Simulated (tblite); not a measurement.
# C2H11FO2Si3: the cost of one run

The runs use tblite 0.8.0 and PySCF 2.14.0, with density-fitted response routines of our own; the level of theory stands in each step. All values are computed, except where a source is named. Atoms are numbered from 0 throughout.

**1. Starting geometry**

19 atoms, charge 0, multiplicity 1; geometry from: force field or distance geometry start.

Bonds of the start (Å): C0–Si1 1.86, Si1–O2 1.72, O2–Si3 1.73, Si3–F4 1.67, Si3–O5 1.66, O5–Si6 1.66, Si6–C7 1.84, C0–H8 1.12, C0–H9 1.11, C0–H10 1.11, Si1–H11 1.49, Si1–H12 1.44, Si3–H13 1.48, Si6–H14 1.49, Si6–H15 1.47, C7–H16 1.09, C7–H17 1.11, C7–H18 1.12.

**2. Geometry optimisation with GFN2-xTB**

What the job is given:

```
{"job": {"kind": "relax", "xc": "GFN2-xTB", "basis": "xTB"}, "charge": 0, "multiplicity": 1}
C     -3.367500     0.489100     0.296400
Si    -2.530000    -1.128900    -0.078100
O     -1.047700    -1.214300     0.799800
Si     0.309000    -0.907100    -0.228700
F      1.597100    -1.901300     0.154200
O      0.585700     0.726000    -0.263300
Si     2.017400     1.359700     0.292500
C      3.424300     0.222600     0.632700
H     -4.227900     0.655600    -0.393400
H     -3.776900     0.549100     1.325600
H     -2.627300     1.308800     0.175100
H     -3.469300    -2.199800     0.351100
H     -2.369700    -1.214500    -1.505900
H     -0.126100    -1.320900    -1.579100
H      1.778100     2.138900     1.539700
H      2.489900     2.356600    -0.677500
H      3.194800    -0.658300     1.240400
H      4.157000     0.794700     1.237200
H      3.979600    -0.046800    -0.295900
```

Command:

```console
$ OMP_NUM_THREADS=1 python probes_run.py task.json out
```

This one command runs all jobs of the session in turn.

Q: Estimate the wall time and peak memory of this first job on 1 thread of Arm Neoverse N1, shared host.

About 3.7 s, with a peak of 0.18 GiB.
